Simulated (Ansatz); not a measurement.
# SnH3 radical (SMILES [SnH3]): a rigid scan of the bond length Sn1–H4

How does the energy rise as the bond length Sn1–H4 leaves its equilibrium value, and do density functionals follow CCSD(T)? No other atom is relaxed.

Program: Ansatz 0.2.0, Gaussian basis. Level of theory: single points in def2-TZVPP. These are calculated values, not measurements.

Levels: PBE-D4, r2SCAN-D4, PBE0-D4, B3LYP-D4, wB97M-V, Hartree-Fock, MP2, CCSD, CCSD(T). The scan takes 1.475, 1.525, 1.599, 1.686, 1.781, 1.884, 1.994, 2.109, 2.229 Å.

Cores are frozen in the correlated methods. Filled d shells of the heavier atoms are correlated. Core potentials replace the inner electrons past krypton, and spin-orbit coupling is left out. Orbitals are unrestricted. B3LYP uses VWN-RPA correlation.

27 further runs of the same task are left out: 27 set aside as unsound or not needed.

**1. The starting structure**

SMILES `[SnH3]`, 4 atoms, charge 0, spin multiplicity 2.

Atoms are counted from 1 here; the program's logs count them from 0.

Bond lengths: Sn1–H2 1.722 Å, Sn1–H3 1.788 Å, Sn1–H4 1.799 Å. Angles: H2–Sn1–H3 110.6°, H2–Sn1–H4 107.1°, H3–Sn1–H4 107.9°.

Coordinates:

```xyz
4

Sn    0.3151   -0.2447   -0.2725
H     1.0706    0.0341    1.2501
H    -1.1751   -1.2113   -0.0662
H    -0.1551    1.3617   -0.9317
```

**2. A first relaxation in a small basis**

pre/in.yaml

```yaml
crystal:
  periodic: [false, false, false]
  atoms:
    - {symbol: Sn, position_ang: [0.315100, -0.244700, -0.272500]}
    - {symbol: H, position_ang: [1.070600, 0.034100, 1.250100]}
    - {symbol: H, position_ang: [-1.175100, -1.211300, -0.066200]}
    - {symbol: H, position_ang: [-0.155100, 1.361700, -0.931700]}
basis:
  gaussian: {orbitals: def2-SVP}
magnetization: {spin_polarized: true, initial_magnetization: 1}
hamiltonian: {xc: pbe, dispersion: d4}
relax: {f_tol: 0.03, max_steps: 250}
```

No record of the launch command was kept for these runs.

The runs that follow: Finding the minimum; The minimum at every level; Sn1–H4 = 1.475 Å; Sn1–H4 = 1.525 Å; Sn1–H4 = 1.599 Å; Sn1–H4 = 1.686 Å; Sn1–H4 = 1.781 Å; Sn1–H4 = 1.884 Å; Sn1–H4 = 1.994 Å; Sn1–H4 = 2.109 Å; Sn1–H4 = 2.229 Å.

Q: Predict the outcome of this session. Wanted: highest point, CCSD(T); lowest point, CCSD(T); minimum along the scan, CCSD(T); RMS deviation from CCSD(T); largest T1 diagnostic.

The runs gave:

| quantity | value |
| --- | --- |
| highest point, CCSD(T) | 22.3 kcal/mol at 2.229 Å |
| lowest point, CCSD(T) | 0.0 kcal/mol at 1.715 Å |
| minimum along the scan, CCSD(T) | 1.702 Å |
| curvature there | 13.9 eV/Å² |
| RMS deviation from CCSD(T) | PBE-D4 2.2, r2SCAN-D4 0.9, PBE0-D4 0.9, B3LYP-D4 1.6, wB97M-V 0.2, Hartree-Fock 0.8, MP2 1.7, CCSD 0.3 kcal/mol |
| largest T1 diagnostic | 0.023 |

What this shows: A polynomial through the near points puts the CCSD(T) minimum 0.013 Å below the PBE0-D4 value. The third derivative is negative, the usual anharmonicity of a bond. Curvature against CCSD(T): PBE-D4 -13 %, Hartree-Fock +5 %. The curve of wB97M-V lies nearest to CCSD(T), that of PBE-D4 farthest.
